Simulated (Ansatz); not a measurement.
The system is Zn3H.

```
Zn H
1.0
     0.00000    2.99658    2.99658
     2.99658    0.00000    2.99658
     2.99658    2.99658    0.00000
Zn H
3 1
Cartesian
  2.9966 2.9966 2.9966
  1.4983 1.4983 1.4983
  4.4949 4.4949 4.4949
  0.0000 0.0000 0.0000
```

The cell was built by a generator and needn't be a form met in nature.

Base run:

```yaml
Program: Ansatz 0.2.0
Functional: RPBE
Potentials_or_basis: Ansatz PAW
Cutoff: "420 eV (not typed: the program's choice for these potentials)"
k_mesh: 6 × 6 × 6
Occupations: fermi-dirac, width 0.05 eV
Spin: no spin polarisation
```

Its results: band gap on the k mesh none (metal or under the smearing width); pressure 2.7 GPa.

After a change of settings the same cell gave: band gap on the k mesh none (metal or under the smearing width); pressure -7.4 GPa. Which change was it?
A. functional from RPBE to BLYP
B. functional from RPBE to PBEsol
C. functional from RPBE to revPBE
D. functional from RPBE to LDA

D.

LDA binds more tightly than RPBE, so the same cell stands under less pressure.

Caveats: the PAW data sets come from PBE, with cores solved anew for the run's functional, which leaves a small shift of forces and pressure.

Runs at the PBE level aren't shown here.
